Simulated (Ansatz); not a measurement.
**BF2H3SSi: geometry optimisation from a Python script**

Aim: a geometry optimisation, for BF2H3SSi, run from a script. SMILES: FB(F)[SiH2]S.

Computed with Ansatz 0.2.0, driven from Python. Level of theory: B3LYP/def2-SVP.

## Step 1: The structure

Bond lengths: F1–B2 1.444 Å, B2–F3 1.444 Å, B2–Si4 1.940 Å, Si4–S5 2.146 Å, Si4–H6 1.470 Å, Si4–H7 1.470 Å, S5–H8 1.407 Å. Angles: F1–B2–F3 120.0°, F1–B2–Si4 120.0°, F3–B2–Si4 120.0°, B2–Si4–S5 109.4°, B2–Si4–H6 109.4°, B2–Si4–H7 109.5°, S5–Si4–H6 109.5°, S5–Si4–H7 109.5°, H6–Si4–H7 109.5°, Si4–S5–H8 92.1°.

The script reads bf2h3ssi.xyz:

```xyz
8

F     2.50800   -0.25630    0.25530
B     1.25390    0.39950   -0.03220
F     1.19760    1.83900   -0.13250
Si   -0.35770   -0.65250   -0.27340
S    -1.81130   -0.08030    1.19860
H    -0.90150   -0.41290   -1.61830
H    -0.03870   -2.07950   -0.11900
H    -1.85040    1.24310    0.72140
```

## Step 2: Script

The input, opt.py:

```python
"""Geometry optimisation of BF2H3SSi."""

from dataclasses import dataclass
import itertools

import ansatz
from ase.data import atomic_numbers, covalent_radii
import numpy as np


@dataclass(frozen=True)
class Settings:
    basis_set: str = "def2-SVP"
    functional: str = "B3LYP"


settings = Settings()


def main() -> None:
    geometry = ansatz.Crystal.molecule_from_extxyz("bf2h3ssi.xyz")

    calculation = (
        geometry.calculation()
        .basis(gaussian=settings.basis_set)
        .functional(settings.functional)
    )
    symbols = [site.symbol for site in geometry.cartesian_sites]
    start = np.array([site.position_ang for site in geometry.cartesian_sites], dtype=float)
    def progress(event):
        if event["event"] == "relax_step":
            row = event["data"]
            print(f"step {row['step']:3d}  E = {row['lagrangian_ev']:.6f} eV  largest force component {row['allowed_force_max_ev_ang']:.4f} eV/A")


    rep = calculation.relax(force_tolerance=0.02, max_steps=100).session().plan().execute(on_event=progress).report
    end = np.array(rep["positions_ang"])

    print("reference energy %16.6f eV" % rep["reference_energy_ev"])
    print("total energy     %16.6f eV" % rep["free_energy_ev"])
    print("occupied orbitals outside the frozen core (up, down):", rep["n_occupied"], " frozen:", rep["n_frozen"], " virtual:", rep["n_virtual"])

    # pairs closer than 1.2 times the sum of covalent radii, before or after
    radius = [covalent_radii[atomic_numbers[s]] for s in symbols]
    span = lambda where, i, j: np.linalg.norm(where[i] - where[j])
    bonded = [(i, j) for i, j in itertools.combinations(range(len(symbols)), 2) if min(span(start, i, j), span(end, i, j)) < 1.2 * (radius[i] + radius[j])]
    print("pair        before    after (A)")
    for i, j in bonded:
        print(f"{symbols[i]}{i}-{symbols[j]}{j}".ljust(10), f"{span(start, i, j):8.4f} {span(end, i, j):8.4f}")

    charges = rep["charge_distribution"]
    dipole = np.array(charges["dipole_moment_e_ang"]) * 4.803205
    print("dipole (D): {:.3f} {:.3f} {:.3f}, length {:.3f}".format(*dipole, np.linalg.norm(dipole)))
    print("atom  Mulliken   Lowdin")
    for symbol, m, l in zip(symbols, charges["mulliken_charges_e"], charges["lowdin_charges_e"]):
        print(f"{symbol:4s} {m:9.3f} {l:8.3f}")


if __name__ == "__main__":
    main()
```

## Step 3: The input behind the calls

The package turns the script's settings into the engine's input:

```yaml
crystal:
  periodic: [false, false, false]
  atoms:
    - { symbol: F, position_ang: [2.508, -0.2563, 0.2553] }
    - { symbol: B, position_ang: [1.2539, 0.3995, -0.0322] }
    - { symbol: F, position_ang: [1.1976, 1.839, -0.1325] }
    - { symbol: Si, position_ang: [-0.3577, -0.6525, -0.2734] }
    - { symbol: S, position_ang: [-1.8113, -0.0803, 1.1986] }
    - { symbol: H, position_ang: [-0.9015, -0.4129, -1.6183] }
    - { symbol: H, position_ang: [-0.0387, -2.0795, -0.119] }
    - { symbol: H, position_ang: [-1.8504, 1.2431, 0.7214] }
basis:
  gaussian:
    orbitals: def2-SVP
hamiltonian:
  xc: b3lyp
relax:
  f_tol: 0.02
  max_steps: 100
```

## Step 4: The run

Command:

```console
python opt.py
```

**Question.** What results will this script give? Wanted: total energy; dipole moment; moves of the relaxation; energy gained; last largest force component.

As calculated:

| quantity | value |
| --- | --- |
| total energy | -24866.0300 eV |
| dipole moment | 0.77 D |
| moves of the relaxation | 22 |
| energy gained | 0.711 eV |
| last largest force component | 0.0120 eV/Å |

The relaxation took 22 moves; the largest shift is 0.405 Å, of atom 1 (F). Caveats:
- The end point is the stationary point reached from this start; no frequency run checks that it is a minimum, and the basis set is modest.
- The Löwdin charges here are taken after orthogonalising the functions within each atom; they differ from plain Löwdin charges, and their signs can be unphysical.
- b3lyp holds the VWN-RPA fit, as in Gaussian; the form of ORCA and Turbomole is b3lyp5.
